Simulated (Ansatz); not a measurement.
# AlClH6Si2: the cost of one run

All numbers are computed with the Python package of Ansatz 0.2.0. Level of theory: B3LYP+D3(BJ)/aug-cc-pVDZ.

### Step 1. The structure

Bond lengths: Al1–Si2 2.292 Å, Si2–Si3 2.209 Å, Si3–Cl4 2.134 Å, Al1–H5 1.639 Å, Al1–H6 1.648 Å, Si2–H7 1.476 Å, Si2–H8 1.438 Å, Si3–H9 1.509 Å, Si3–H10 1.508 Å. Angles (14 of 15 angles, heavy atoms first): Al1–Si2–Si3 108.5°, Si2–Si3–Cl4 111.7°, Al1–Si2–H7 110.1°, Al1–Si2–H8 110.9°, Si3–Si2–H7 108.6°, Si3–Si2–H8 108.5°, Si2–Al1–H5 122.0°, Si2–Al1–H6 121.7°, Si2–Si3–H9 111.5°, Si2–Si3–H10 110.1°, Cl4–Si3–H9 109.9°, Cl4–Si3–H10 107.0°, H7–Si2–H8 110.0°, H5–Al1–H6 116.2°.

The script reads alclh6si2.xyz:

```xyz
10

Al   -1.82070    0.41340   -0.84640
Si   -0.15290   -0.97840   -0.11630
Si    1.42530    0.24850    0.82280
Cl    2.30030    1.60750   -0.57070
H    -2.25020    0.50170   -2.42530
H    -2.63640    1.40470    0.18710
H     0.43470   -1.70860   -1.25650
H    -0.65110   -1.90900    0.86070
H     0.89890    1.00620    2.01630
H     2.53530   -0.63730    1.33120
```

### Step 2. The script

Contents of alclh6si2_tae.py:

```python
'''Atomisation energy of AlClH6Si2 at the given geometry.'''

from collections import Counter

import ansatz as az


def total_energy(molecule, charge=0, unpaired=0):
    calc = molecule.calculation().basis(gaussian='aug-cc-pVDZ').functional('B3LYP', dispersion='d3bj')
    if charge:
        calc = calc.charge(charge)
    if unpaired:
        calc = calc.spin('collinear', total=unpaired)
    report = calc.run(threads=1, backend='cpu').report
    if report['published_state_doubts']:
        print('  doubts:', report['published_state_doubts'])
    return report['free_energy_ev']

mol = az.Crystal.molecule_from_extxyz('alclh6si2.xyz')

# unpaired electrons of the ground-state atoms
unpaired = {'Al': 1, 'Si': 2, 'Cl': 1, 'H': 1}
counts = Counter(site.symbol for site in mol.cartesian_sites)
atom_energy = {s: total_energy(az.Crystal.molecule().atom(s, (0, 0, 0)), 0, unpaired[s]) for s in counts}
whole = total_energy(mol, 0, 0)
for s, e in atom_energy.items():
    print(f'{s:2s} x{counts[s]}  {e:14.5f} eV')
print(f'AlClH6Si2: {whole:.5f} eV')
split = sum(counts[s] * e for s, e in atom_energy.items()) - whole
print(f'atomisation energy (no zero-point term): {96.485332 * split:.1f} kJ/mol, {split / sum(counts.values()):.3f} eV an atom')
```

### Step 3. Launch

The run is started by

```sh
python alclh6si2_tae.py
```

**Question.** How long does this script take on 1 thread of Arm Neoverse V1, shared host, and how much memory does it need?

About 13 s, with a peak of 0.48 GiB.
